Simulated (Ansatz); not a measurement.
# C2H3Al (ethynylalumane): wB97M-V/def2-TZVP

What is the electronic atomisation energy of C2H3Al (ethynylalumane) at wB97M-V/def2-TZVP? 

The calculation is run with Ansatz 0.2.0.

37 further runs of the same task are left out: 1 that didn't finish, 36 set aside as unsound or not needed. Runs told in other sessions of the task aren't counted.

**1. Starting point**

C2H3Al has 6 atoms, charge 0, and is taken as a singlet. SMILES: `C#[C][AlH2]`. The coordinates come from a PBE0-D4/def2-TZVP relaxation.

Bond lengths: C1–C2 1.211 Å, C2–Al3 1.906 Å, C1–H4 1.067 Å, Al3–H5 1.580 Å, Al3–H6 1.580 Å. Angles: C1–C2–Al3 179.9°, C2–C1–H4 180.0°, C2–Al3–H5 118.8°, C2–Al3–H6 118.8°, H5–Al3–H6 122.4°.

**2. The energy at wB97M-V/def2-TZVP**

Input file molecule.yaml:

```yaml
crystal:
  periodic: [false, false, false]
  atoms:
    - symbol: C
      position_ang: [-0.792800, -1.637600, -0.298100]
    - symbol: C
      position_ang: [-0.266100, -0.564200, -0.106200]
    - symbol: Al
      position_ang: [0.564800, 1.124200, 0.195000]
    - symbol: H
      position_ang: [-1.257000, -2.583100, -0.467400]
    - symbol: H
      position_ang: [1.356700, 1.804700, -0.990500]
    - symbol: H
      position_ang: [0.436600, 1.792000, 1.621000]
basis:
  gaussian:
    orbitals: def2-TZVP
total_charge: 0
hamiltonian:
  xc: {name: wB97M-V}
accuracy: high
output: {orbitals: {seedname: orbitals}}
```

Launch:

```bash
$ ansatz run molecule.yaml --threads 1 --pin off --max-ram 3480MiB --events-out events.jsonl --progress --plain --runs-dir runs
```

What it wrote:

```text
Warning: RAYON_NUM_THREADS=1 ignored (pool sized by the plan → 1); use --threads N
Functional definition: wB97M-V
  name "wB97M-V"
  parameter omega = 0.3/bohr
  parameter cx = 0.15
  parameter cx01 = 1.007
  parameter cx10 = 0.259
  parameter css00 = 0.443
  parameter css04 = -1.437
  parameter css10 = -4.535
  parameter css20 = -3.390
  parameter css43 = 4.278
  parameter cos00 = 1.000
  parameter cos10 = 1.358
  parameter cos20 = 2.924
  parameter cos21 = -8.812
  parameter cos60 = -1.390
  parameter cos61 = 9.142
  parameter b = 6.0
  parameter c = 0.01
  gx(w, u) = 1 - cx + cx01*u + cx10*w
  gss(w, u) = css00 + css04*u^4 + css10*w + css20*w^2 + css43*w^4*u^3
  gos(w, u) = cos00 + cos10*w + (cos20 + cos21*u)*w^2 + (cos60 + cos61*u)*w^6
  exchange = spin_sum(e_x_unif_sr(omega)*gx(b97_w, b97_u_x)) + cx*exact_x_sr(omega) + exact_x_lr(omega)
  correlation = spin_sum(e_c_pw_mod_same_spin*gss(b97_w, b97_u_same))
      + integral(e_c_pw_mod_opposite_spin*gos(b97_w_opposite, b97_u_opposite)) + vv10(b, c)
1904 factors; integrals over basis functions are off by at most 5.6e-9 eV
375 factors; integrals over basis functions are off by at most 1.3e-9 eV
mean field evaluation 1: about -8713.9810 eV, gradient 3.7e1 eV
mean field evaluation 2: about -8715.6724 eV, gradient 2.5e1 eV
mean field evaluation 4: about -8717.1758 eV, gradient 2.4e0 eV
mean field evaluation 8: about -8717.1889 eV, gradient 3.8e-2 eV
mean field evaluation 16: about -8717.1889 eV, gradient 1.0e-5 eV
mean field -8717.18891348 eV, -320.3507838475 hartree, gradient 6.0e-8 eV, S^2 0.000000; 0 other end points of the search recorded, 0 dependent functions left out
reference -8717.18891814 eV, -320.3507840188 hartree; 14, 14 occupied and 103, 103 virtual orbitals, 1904 factors
Total energy: -8717.18891814 eV, -320.3507840188 hartree
```

Wall time 34 s (1 thread of Intel Xeon Platinum 8259CL at 2.50GHz (Skylake/Cascade Lake), shared host); peak memory 0.55 GiB.

**3. The Al atom, same level**

Input file input.yaml:

```yaml
crystal:
  periodic: [false, false, false]
  atoms:
    - {symbol: Al, position_ang: [0.000000, 0.000000, 0.000000]}
basis:
  gaussian:
    orbitals: def2-TZVP
magnetization:
  spin_polarized: true
  initial_magnetization: 1
hamiltonian:
  xc: {name: wB97M-V}
accuracy: high
```

Run the same way, it converges to -242.34740 Eh (log not shown).

**4. The C atom, same level**

Input file input.yaml:

```yaml
crystal:
  periodic: [false, false, false]
  atoms:
    - {symbol: C, position_ang: [0.000000, 0.000000, 0.000000]}
basis:
  gaussian:
    orbitals: def2-TZVP
magnetization:
  spin_polarized: true
  initial_magnetization: 2
hamiltonian:
  xc: {name: wB97M-V}
accuracy: high
```

Run the same way, it converges to -37.84639 Eh (log not shown).

**5. The H atom, same level**

Input file molecule.yaml:

```yaml
crystal:
  periodic: [false, false, false]
  atoms:
    - {symbol: H, position_ang: [0.000000, 0.000000, 0.000000]}
basis:
  gaussian: {orbitals: def2-TZVP}
magnetization: {spin_polarized: true, initial_magnetization: 1}
hamiltonian: {xc: {name: wB97M-V}}
accuracy: high
```

Run the same way, it converges to -0.49411 Eh (log not shown).

**6. Outcome**

At wB97M-V/def2-TZVP:

| quantity | value |
| --- | --- |
| molecule: total energy | -320.35078 Eh |
| molecule: HOMO energy | -10.27 eV |
| molecule: LUMO energy | -0.18 eV |
| molecule: HOMO–LUMO gap | 10.09 eV |
| Al atom: total energy | -242.34740 Eh |
| Al atom: ⟨S²⟩ | 0.751 |
| C atom: total energy | -37.84639 Eh |
| C atom: ⟨S²⟩ | 2.002 |
| H atom: total energy | -0.49411 Eh |
| H atom: ⟨S²⟩ | 0.750 |
| electronic atomisation energy | 22.538 eV |

What this shows: Taking the molecule apart into free atoms costs 22.54 eV (2175 kJ/mol), before zero-point energy and without spin-orbit coupling.
